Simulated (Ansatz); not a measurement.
**SiGeNH (singlet): the correlation ladder at a displaced geometry (v2), cc-pVDZ**

Aim: climb from Hartree-Fock through coupled cluster and multireference methods for SiGeNH (singlet) at one geometry and basis, and see what each rung misses.

Computed with Ansatz 0.2.0, Gaussian basis. Level: cc-pVDZ, core rule «outside noble gas», up to 20 orbitals frozen.

To be run: UHF; CCSD(T) on RHF; CCSD(T) on UHF; BCCD(T) on RHF; CISD; CCSDT(Q) on RHF; CCSDT(Q) on UHF; CASSCF and MRCISD+Q, 8 electrons in 8 orbitals; CASSCF and NEVPT2, 8 electrons in 8 orbitals.

14 further runs of the same task are left out: 3 for a known fault of the program, 1 that didn't finish, 10 set aside as unsound or not needed.

## 1. The geometry

The geometry is a PBE0/def2-TZVP stationary point (not a proven minimum) with its atoms shifted at random (size 0.100 Å). No spin-orbit coupling is included. The filled d shell of Ge may be among the frozen orbitals whatever the setting's name suggests; the logs give the count.

4 atoms, charge 0, spin multiplicity 1.

Atoms are counted from 1 here; the program's logs count them from 0.

Bond lengths: Ge1–N2 1.870 Å, N2–Si3 1.687 Å, N2–H4 1.160 Å. Angles: Ge1–N2–Si3 168.5°, Ge1–N2–H4 84.3°, Si3–N2–H4 103.2°.

In the tables R marks a restricted determinant and U an unrestricted one; 'frontier' is the active space of 8 electrons in 8 orbitals; energies count from the table's Hartree-Fock row.

## 2. UHF

in.yaml reads:

```yaml
crystal:
  periodic: [false, false, false]
  atoms:
    - {symbol: Ge, position_ang: [0.064568, 0.343002, 1.769164]}
    - {symbol: N, position_ang: [-0.100306, 0.217660, -0.089426]}
    - {symbol: Si, position_ang: [-0.023685, 0.356510, -1.769398]}
    - {symbol: H, position_ang: [0.059423, -0.917172, 0.089660]}
basis:
  gaussian: {orbitals: cc-pVDZ}
magnetization: {spin_polarized: true, initial_magnetization: 0}
hamiltonian: {xc: hf}
output: {orbitals: {seedname: orbitals}}
```

The run is started by

```
$ ansatz run in.yaml --threads 1 --pin off --events-out ev --progress --plain --max-ram 2393MiB
```

Standard output:

```text
Functional definition: HF
  name "HF"
  cite "Fock, Z. Phys. 61, 126 (1930) doi:10.1007/BF01340294"
  parent pbe
  exchange = exact_x
  correlation = 0
695 factors; integrals over basis functions are off by at most 1.3e-3 eV
mean field evaluation 1: about -65826.7898 eV, gradient 1.9e1 eV
mean field evaluation 2: about -65826.7937 eV, gradient 1.9e1 eV
mean field evaluation 4: about -65828.5838 eV, gradient 1.8e0 eV
mean field evaluation 8: about -65828.6205 eV, gradient 1.4e-2 eV
mean field evaluation 16: about -65828.6203 eV, gradient 1.2e-2 eV
mean field evaluation 32: about -65828.6205 eV, gradient 4.0e-5 eV
mean field evaluation 64: about -65830.2978 eV, gradient 1.6e-2 eV
mean field evaluation 96: about -65830.1484 eV, gradient 2.5e0 eV
mean field evaluation 128: about -65830.2404 eV, gradient 4.0e-1 eV
mean field evaluation 160: about -65829.9790 eV, gradient 1.8e0 eV
mean field evaluation 192: about -65829.7013 eV, gradient 1.4e0 eV
mean field evaluation 224: about -65830.1498 eV, gradient 3.9e-1 eV
mean field evaluation 256: about -65827.4401 eV, gradient 1.6e1 eV
mean field evaluation 288: about -65829.3958 eV, gradient 4.2e0 eV
mean field -65830.29784164 eV, -2419.2188243019 hartree, gradient 7.3e-6 eV, S^2 0.993757; 8 other end points of the search recorded, 0 dependent functions left out
reference -65830.29784164 eV, -2419.2188243019 hartree; 27, 27 occupied and 37, 37 virtual orbitals, 695 factors
Total energy: -65830.29784164 eV, -2419.2188243019 hartree
```

It took 13 s on 1 thread of Arm Neoverse V1, shared host.

From the report: ⟨S²⟩ of the determinant 0.994 (pure singlet: 0.00). The determinant is far from a pure spin state, so its energy mixes those of several spin states (harmless only where they are near-degenerate, as at dissociation).

The unrestricted solution breaks the spin symmetry, so the restricted determinant is unstable here.

## 3. CCSD(T) on RHF

Changes to in.yaml since step 2:

```diff
@@ -9,4 +9,3 @@
   gaussian: {orbitals: cc-pVDZ}
-magnetization: {spin_polarized: true, initial_magnetization: 0}
-hamiltonian: {xc: hf}
-output: {orbitals: {seedname: orbitals}}
+magnetization: {spin_polarized: false}
+correlation: {method: ccsd_t, electrons: outside_noble_gas}
```

The command is unchanged.

Standard output, cut to the lines that bear on the results:

```text
Functional definition: HF
  name "HF"
  cite "Fock, Z. Phys. 61, 126 (1930) doi:10.1007/BF01340294"
  parent pbe
[...]
695 factors; integrals over basis functions are off by at most 1.3e-3 eV
[...]
mean field -65828.62054614 eV, -2419.1571848290 hartree, gradient 1.9e-6 eV, S^2 0.000000; 7 other end points of the search recorded, 0 dependent functions left out; unrestricted orbitals would lower it
[...]
determinant -65828.62054614 eV, -2419.1571848290 hartree, with singles and doubles -65838.92120573 eV, -2419.5357270868 hartree
determinant -65828.36133943 eV, -2419.1476591581 hartree, with singles and doubles -65838.33641618 eV, -2419.5142364673 hartree
[...]
unrestricted determinant -65830.29784164 eV, -2419.2188243019 hartree, S^2 0.9938
20 core orbitals not correlated: weight in the atoms' cores, before any rotation towards them, 0.998 or more for the frozen orbitals, at most 0.002 for the correlated occupied ones
reference -65828.62054614 eV, -2419.1571848290 hartree; 7, 7 occupied and 37, 37 virtual orbitals, 695 factors
second order -9.52271153 eV of doubles, -0.00000000 eV of singles
cycle   1  -9.54123415 eV  change   -5.8e-1 eV  update   1.4e-1
[...]
cycle  24  -10.30395711 eV  change    1.7e-6 eV  update   3.7e-6
perturbative correction -0.71644062 eV, -0.0263287072 hartree
WARN: these amplitudes may be one of several solutions (largest doubles amplitude 0.38, level shift 1.42 eV)
Total energy: -65839.64094387 eV, -2419.5621769757 hartree
```

Wall time 19 s (1 thread of Arm Neoverse V1, shared host).

From the report: correlation -11.0204 eV; T1 0.046; largest double amplitude 0.38. The report flags that the cluster equations may have other roots.

## 4. CCSD(T) on UHF

Changes to in.yaml since step 3:

```diff
@@ -9,3 +9,3 @@
   gaussian: {orbitals: cc-pVDZ}
-magnetization: {spin_polarized: false}
+magnetization: {spin_polarized: true, initial_magnetization: 0}
 correlation: {method: ccsd_t, electrons: outside_noble_gas}
```

The command is unchanged.

Standard output, cut to the lines that bear on the results:

```text
Functional definition: HF
  name "HF"
  cite "Fock, Z. Phys. 61, 126 (1930) doi:10.1007/BF01340294"
  parent pbe
[...]
695 factors; integrals over basis functions are off by at most 1.3e-3 eV
[...]
mean field -65830.29784164 eV, -2419.2188243019 hartree, gradient 3.0e-6 eV, S^2 0.993757; 25 other end points of the search recorded, 0 dependent functions left out
determinant -65830.29784164 eV, -2419.2188243019 hartree, with singles and doubles -65839.17156061 eV, -2419.5449274592 hartree
determinant -65830.15979558 eV, -2419.2137512027 hartree, with singles and doubles -65839.05882557 eV, -2419.5407845229 hartree
determinant -65829.88734678 eV, -2419.2037388938 hartree, with singles and doubles -65838.86774096 eV, -2419.5337622928 hartree
determinant -65829.48156622 eV, -2419.1888267334 hartree, with singles and doubles -65838.37829155 eV, -2419.5157753588 hartree
[...]
determinant -65829.88734678 eV, -2419.2037388938 hartree, with singles and doubles -65838.89462375 eV, -2419.5347502171 hartree
determinant -65829.38351606 eV, -2419.1852234564 hartree, with singles and doubles -65838.94615309 eV, -2419.5366438854 hartree
determinant -65828.62054614 eV, -2419.1571848290 hartree, with singles and doubles -65838.92127171 eV, -2419.5357295118 hartree
20 core orbitals not correlated: weight in the atoms' cores, before any rotation towards them, 0.999 or more for the frozen orbitals, at most 0.002 for the correlated occupied ones
reference -65830.29784164 eV, -2419.2188243019 hartree; 7, 7 occupied and 37, 37 virtual orbitals, 695 factors
second order -8.01306567 eV of doubles, -0.00000000 eV of singles
cycle   1  -8.88009808 eV  change   -2.5e-6 eV  update   4.6e-6
perturbative correction -0.35750847 eV, -0.0131381939 hartree
WARN: the results are in doubt because among natural orbitals the method converges to other amplitudes
Total energy: -65839.53544819 eV, -2419.5583000811 hartree
In doubt: among natural orbitals the method converges to other amplitudes
```

Run time: 64 s. Hardware: 1 thread of Arm Neoverse V1, shared host.

From the report: ⟨S²⟩ of the determinant 0.994 (pure singlet: 0.00); correlation -9.2376 eV; T1 0.029; largest double amplitude 0.07. The determinant is far from a pure spin state, so its energy mixes those of several spin states (harmless only where they are near-degenerate, as at dissociation). Mind the lines of doubt at the end of the log.

## 5. BCCD(T) on RHF

Changes to in.yaml since step 4:

```diff
@@ -9,3 +9,3 @@
   gaussian: {orbitals: cc-pVDZ}
-magnetization: {spin_polarized: true, initial_magnetization: 0}
-correlation: {method: ccsd_t, electrons: outside_noble_gas}
+magnetization: {spin_polarized: false}
+correlation: {method: bccd_t, electrons: outside_noble_gas}
```

Launched as before.

Standard output, cut to the lines that bear on the results:

```text
Functional definition: HF
  name "HF"
  cite "Fock, Z. Phys. 61, 126 (1930) doi:10.1007/BF01340294"
  parent pbe
[...]
695 factors; integrals over basis functions are off by at most 1.3e-3 eV
[...]
mean field -65828.62054614 eV, -2419.1571848290 hartree, gradient 1.9e-6 eV, S^2 0.000000; 7 other end points of the search recorded, 0 dependent functions left out; unrestricted orbitals would lower it
[...]
determinant -65828.62054614 eV, -2419.1571848290 hartree, with singles and doubles -65838.92120573 eV, -2419.5357270868 hartree
determinant -65828.36133943 eV, -2419.1476591581 hartree, with singles and doubles -65838.33641618 eV, -2419.5142364673 hartree
[...]
unrestricted determinant -65830.29784164 eV, -2419.2188243019 hartree, S^2 0.9938
20 core orbitals not correlated: weight in the atoms' cores, before any rotation towards them, 0.998 or more for the frozen orbitals, at most 0.002 for the correlated occupied ones
reference -65828.62054614 eV, -2419.1571848290 hartree; 7, 7 occupied and 37, 37 virtual orbitals, 695 factors
second order -9.52271153 eV of doubles, -0.00000000 eV of singles
cycle   1  -9.57759632 eV  change   -6.2e-1 eV  update   1.4e-1
[...]
cycle  25  -10.27356451 eV  change    3.5e-7 eV  update   7.9e-6
perturbative correction -0.72874428 eV, -0.0267808584 hartree
WARN: these amplitudes may be one of several solutions (largest doubles amplitude 0.38, level shift 1.42 eV)
Total energy: -65839.62285492 eV, -2419.5615122192 hartree
```

It took 20 s on 1 thread of Arm Neoverse V1, shared host.

From the report: correlation -11.0023 eV; largest double amplitude 0.38. The report flags that the cluster equations may have other roots.

## 6. CISD

Changes to in.yaml since step 5:

```diff
@@ -9,3 +9,2 @@
   gaussian: {orbitals: cc-pVDZ}
-magnetization: {spin_polarized: false}
-correlation: {method: bccd_t, electrons: outside_noble_gas}
+correlation: {active_space: {ras: {orbitals: [7, 0, 37], electrons: 14, max_holes: 2, max_particles: 2}, fixed_orbitals: true}}
```

Same command.

Standard output:

```text
Functional definition: HF
  name "HF"
  cite "Fock, Z. Phys. 61, 126 (1930) doi:10.1007/BF01340294"
  parent pbe
  exchange = exact_x
  correlation = 0
695 factors; integrals over basis functions are off by at most 1.3e-3 eV
mean field evaluation 1: about -65826.7898 eV, gradient 2.7e1 eV
mean field evaluation 2: about -65826.7937 eV, gradient 2.7e1 eV
mean field evaluation 4: about -65828.5838 eV, gradient 2.5e0 eV
mean field evaluation 8: about -65828.6205 eV, gradient 1.1e-2 eV
mean field evaluation 16: about -65828.6036 eV, gradient 1.4e0 eV
mean field evaluation 32: about -65828.4869 eV, gradient 1.9e0 eV
mean field evaluation 64: about -65828.6205 eV, gradient 1.2e-3 eV
mean field -65828.62054614 eV, -2419.1571848290 hartree, gradient 1.9e-6 eV, S^2 0.000000; 6 other end points of the search recorded, 0 dependent functions left out
reference -65828.62054614 eV, -2419.1571848290 hartree; 27, 27 occupied and 37, 37 virtual orbitals, 695 factors
state -65837.36551254 eV, -2419.4785564165 hartree
Total energy: -65837.36551254 eV, -2419.4785564165 hartree
```

Run time: 5.5 s. Hardware: 1 thread of Arm Neoverse V1, shared host.

From the report: 95,572 determinants.

## 7. CCSDT(Q) on RHF

Changes to in.yaml since step 6:

```diff
@@ -9,2 +9,3 @@
   gaussian: {orbitals: cc-pVDZ}
-correlation: {active_space: {ras: {orbitals: [7, 0, 37], electrons: 14, max_holes: 2, max_particles: 2}, fixed_orbitals: true}}
+magnetization: {spin_polarized: false}
+correlation: {method: ccsdt_q, electrons: outside_noble_gas}
```

The command is unchanged.

Standard output, cut to the lines that bear on the results:

```text
Functional definition: HF
  name "HF"
  cite "Fock, Z. Phys. 61, 126 (1930) doi:10.1007/BF01340294"
  parent pbe
[...]
1264 factors; integrals over basis functions are off by at most 2.4e-7 eV
[...]
mean field -65828.62069220 eV, -2419.1571901967 hartree, gradient 2.4e-6 eV, S^2 0.000000; 7 other end points of the search recorded, 0 dependent functions left out; unrestricted orbitals would lower it
[...]
determinant -65828.62069220 eV, -2419.1571901967 hartree, with singles and doubles -65838.92137063 eV, -2419.5357331469 hartree
determinant -65828.36151383 eV, -2419.1476655673 hartree, with singles and doubles -65838.33660328 eV, -2419.5142433432 hartree
[...]
unrestricted determinant -65830.29801390 eV, -2419.2188306322 hartree, S^2 0.9938
20 core orbitals not correlated: weight in the atoms' cores, before any rotation towards them, 0.998 or more for the frozen orbitals, at most 0.002 for the correlated occupied ones
reference -65828.62069220 eV, -2419.1571901967 hartree; 7, 7 occupied and 37, 37 virtual orbitals, 1264 factors
second order -9.52274369 eV of doubles, -0.00000000 eV of singles
cycle   1  -9.54124452 eV  change   -5.8e-1 eV  update   1.6e-1
[...]
cycle  39  -11.00842010 eV  change    7.1e-7 eV  update   5.2e-7
perturbative correction -0.10281471 eV, -0.0037783708 hartree
WARN: these amplitudes may be one of several solutions (largest doubles amplitude 0.51, level shift 1.42 eV)
Total energy: -65839.73192700 eV, -2419.5655205443 hartree
```

It took 1.8 min on 1 thread of Arm Neoverse V1, shared host; peak memory 0.73 GiB.

From the report: correlation -11.1112 eV; T1 0.053; largest double amplitude 0.51. The report flags that the cluster equations may have other roots.

## 8. CCSDT(Q) on UHF

Changes to in.yaml since step 7:

```diff
@@ -9,3 +9,3 @@
   gaussian: {orbitals: cc-pVDZ}
-magnetization: {spin_polarized: false}
+magnetization: {spin_polarized: true, initial_magnetization: 0}
 correlation: {method: ccsdt_q, electrons: outside_noble_gas}
```

The command is unchanged.

Standard output, cut to the lines that bear on the results:

```text
Functional definition: HF
  name "HF"
  cite "Fock, Z. Phys. 61, 126 (1930) doi:10.1007/BF01340294"
  parent pbe
[...]
1264 factors; integrals over basis functions are off by at most 2.4e-7 eV
[...]
mean field -65830.29801390 eV, -2419.2188306323 hartree, gradient 2.4e-6 eV, S^2 0.993759; 25 other end points of the search recorded, 0 dependent functions left out
determinant -65830.29801390 eV, -2419.2188306323 hartree, with singles and doubles -65839.17173607 eV, -2419.5449339071 hartree
determinant -65830.15998352 eV, -2419.2137581091 hartree, with singles and doubles -65839.05901638 eV, -2419.5407915350 hartree
determinant -65829.88753657 eV, -2419.2037458685 hartree, with singles and doubles -65838.86793232 eV, -2419.5337693253 hartree
determinant -65829.48176051 eV, -2419.1888338734 hartree, with singles and doubles -65838.37848148 eV, -2419.5157823386 hartree
[...]
determinant -65829.88753657 eV, -2419.2037458685 hartree, with singles and doubles -65838.89481212 eV, -2419.5347571398 hartree
determinant -65829.38370021 eV, -2419.1852302237 hartree, with singles and doubles -65838.94634409 eV, -2419.5366509047 hartree
determinant -65828.62069220 eV, -2419.1571901967 hartree, with singles and doubles -65838.92143779 eV, -2419.5357356151 hartree
20 core orbitals not correlated: weight in the atoms' cores, before any rotation towards them, 0.999 or more for the frozen orbitals, at most 0.002 for the correlated occupied ones
reference -65830.29801390 eV, -2419.2188306323 hartree; 7, 7 occupied and 37, 37 virtual orbitals, 1264 factors
second order -8.01308023 eV of doubles, -0.00000000 eV of singles
cycle   1  -8.35432350 eV  change   -3.4e-1 eV  update   1.2e-1
[...]
cycle  51  -9.32946381 eV  change   -1.6e-7 eV  update   1.3e-6
perturbative correction -0.08292052 eV, -0.0030472730 hartree
Total energy: -65839.71039823 eV, -2419.5647293765 hartree
```

It took 13 min on 1 thread of Arm Neoverse V1, shared host; peak memory 1.3 GiB.

From the report: ⟨S²⟩ of the determinant 0.994 (pure singlet: 0.00); correlation -9.4124 eV; T1 0.073; largest double amplitude 0.46. The determinant is far from a pure spin state, so its energy mixes those of several spin states (harmless only where they are near-degenerate, as at dissociation).

## 9. CASSCF and MRCISD+Q, 8 electrons in 8 orbitals

Changes to in.yaml since step 8:

```diff
@@ -9,3 +9,2 @@
   gaussian: {orbitals: cc-pVDZ}
-magnetization: {spin_polarized: true, initial_magnetization: 0}
-correlation: {method: ccsdt_q, electrons: outside_noble_gas}
+correlation: {method: fic_mrcisd_q, electrons: outside_noble_gas, active_space: {window: {electrons: 8, orbitals: 8}}}
```

Same command.

Standard output, cut to the lines that bear on the results:

```text
Functional definition: HF
  name "HF"
  cite "Fock, Z. Phys. 61, 126 (1930) doi:10.1007/BF01340294"
  parent pbe
[...]
695 factors; integrals over basis functions are off by at most 1.3e-3 eV
[...]
mean field -65828.62054614 eV, -2419.1571848290 hartree, gradient 1.9e-6 eV, S^2 0.000000; 6 other end points of the search recorded, 0 dependent functions left out; unrestricted orbitals would lower it
reference -65828.62054614 eV, -2419.1571848290 hartree; 27, 27 occupied and 37, 37 virtual orbitals, 695 factors
state -65832.54468354 eV, -2419.3013942186 hartree
contracted CI cycle   1: correlation 0.00000000 eV, 0.0000000000 hartree, residual 2.10e1 eV
contracted CI cycle   2: correlation -5.96320767 eV, -0.2191438400 hartree, residual 4.04e0 eV
contracted CI cycle   3: correlation -6.22691676 eV, -0.2288349703 hartree, residual 1.29e0 eV
contracted CI cycle   4: correlation -6.25585332 eV, -0.2298983693 hartree, residual 5.10e-1 eV
contracted CI cycle   5: correlation -6.26017732 eV, -0.2300572734 hartree, residual 2.04e-1 eV
contracted CI cycle   6: correlation -6.26083770 eV, -0.2300815418 hartree, residual 7.97e-2 eV
contracted CI cycle   7: correlation -6.26094112 eV, -0.2300853423 hartree, residual 3.11e-2 eV
contracted CI cycle   8: correlation -6.26095637 eV, -0.2300859028 hartree, residual 1.19e-2 eV
contracted CI cycle   9: correlation -6.26095873 eV, -0.2300859895 hartree, residual 4.90e-3 eV
contracted CI cycle  10: correlation -6.26095912 eV, -0.2300860039 hartree, residual 2.16e-3 eV
contracted CI cycle  11: correlation -6.26095920 eV, -0.2300860068 hartree, residual 9.53e-4 eV
state -65832.54468354 eV, -2419.3013942186 hartree; corrected -65839.58646074 eV, -2419.5601747575 hartree
Total energy: -65839.58646074 eV, -2419.5601747575 hartree
```

Run time: 24 s. Hardware: 1 thread of Arm Neoverse V1, shared host; peak memory 0.31 GiB.

From the report: 4,900 determinants; active occupations 1.97, 1.97, 1.97, 1.42, 0.58, 0.03, 0.03, 0.03.

## 10. CASSCF and NEVPT2, 8 electrons in 8 orbitals

Changes to in.yaml since step 9:

```diff
@@ -9,2 +9,2 @@
   gaussian: {orbitals: cc-pVDZ}
-correlation: {method: fic_mrcisd_q, electrons: outside_noble_gas, active_space: {window: {electrons: 8, orbitals: 8}}}
+correlation: {method: sc_nevpt2, electrons: outside_noble_gas, active_space: {window: {electrons: 8, orbitals: 8}}}
```

The command is unchanged.

Standard output, cut to the lines that bear on the results:

```text
Functional definition: HF
  name "HF"
  cite "Fock, Z. Phys. 61, 126 (1930) doi:10.1007/BF01340294"
  parent pbe
[...]
695 factors; integrals over basis functions are off by at most 1.3e-3 eV
[...]
mean field -65828.62054614 eV, -2419.1571848290 hartree, gradient 1.9e-6 eV, S^2 0.000000; 6 other end points of the search recorded, 0 dependent functions left out; unrestricted orbitals would lower it
reference -65828.62054614 eV, -2419.1571848290 hartree; 27, 27 occupied and 37, 37 virtual orbitals, 695 factors
state -65832.54468354 eV, -2419.3013942186 hartree
state -65832.54468354 eV, -2419.3013942186 hartree; corrected -65837.98624160 eV, -2419.5013677889 hartree
Total energy: -65837.98624160 eV, -2419.5013677889 hartree
```

Wall time 20 s (1 thread of Arm Neoverse V1, shared host).

From the report: 4,900 determinants; active occupations 1.97, 1.97, 1.97, 1.42, 0.58, 0.03, 0.03, 0.03.

## 11. Misses and costs

No level here is safe as a reference; RCCSDT(Q) serves as a yardstick only. Rows without a time come out of other runs: HF, MP2 and CCSD of CCSD(T), CCSDT of CCSDT(Q), CASSCF and MRCISD of the multireference runs.

Differences are taken before rounding.

| method | energy from the lowest RHF (kJ/mol) | from RCCSDT(Q) (kJ/mol) | time |
| --- | --- | --- | --- |
| RHF | 0.0 | +1072.1 |  |
| UHF | -161.8 | +910.3 |  |
| RMP2 | -918.8 | +153.3 |  |
| UMP2 | -935.0 | +137.1 |  |
| RCCSD | -994.2 | +77.9 |  |
| UCCSD | -1018.6 | +53.5 |  |
| RCCSD(T) | -1063.3 | +8.8 | 19 s |
| UCCSD(T) | -1053.1 | +19.0 | 64 s |
| BCCD(T) | -1061.6 | +10.5 | 20 s |
| RCCSDT | -1062.2 | +9.9 |  |
| UCCSDT | -1062.0 | +10.1 |  |
| RCCSDT(Q) | -1072.1 | 0 | 1.8 min |
| UCCSDT(Q) | -1070.0 | +2.1 | 13 min |
| CASSCF frontier | -378.6 | +693.5 |  |
| NEVPT2 frontier | -903.7 | +168.4 | 20 s |
| MRCISD frontier | -982.7 | +89.4 |  |
| MRCISD+Q frontier | -1058.0 | +14.0 | 24 s |

Among the levels timed on like hardware and quicker than the yardstick, those that no quicker one beats, quickest first: RCCSD(T) (19 s, +8.8 kJ/mol).

Not comparable, so not listed: CISD (they don't share determinant, frozen orbitals or solution with the rows shown, or repeat one).

The program flags RCCSD(T), UCCSD(T), BCCD(T), RCCSDT(Q) as in doubt (see the logs), so the zero of the table is itself unsure.

## 12. What came out

| quantity | value |
| --- | --- |
| RCCSDT(Q) from the RHF energy | -11.1114 eV |
| RMP2 from RCCSDT(Q) | +153.3 kJ/mol |
| UMP2 from RCCSDT(Q) | +137.1 kJ/mol |
| RCCSD from RCCSDT(Q) | +77.9 kJ/mol |
| RCCSD(T) from RCCSDT(Q) | +8.8 kJ/mol |
| UCCSD(T) from RCCSDT(Q) | +19.0 kJ/mol |
| UCCSDT(Q) from RCCSDT(Q) | +2.1 kJ/mol |
| NEVPT2 frontier from RCCSDT(Q) | +168.4 kJ/mol |
| MRCISD+Q frontier from RCCSDT(Q) | +14.0 kJ/mol |
| T1 diagnostic | 0.046 |

What this shows: RCCSD(T) misses by +8.8 kJ/mol, 0.8 % of the correlation energy. CCSD(T) misses by +8.8 kJ/mol on the restricted determinant and by +19.0 kJ/mol on the unrestricted one; the two need not hold the same state or core. Warnings: restricted reference is unstable; spin contamination; large T1 diagnostic.
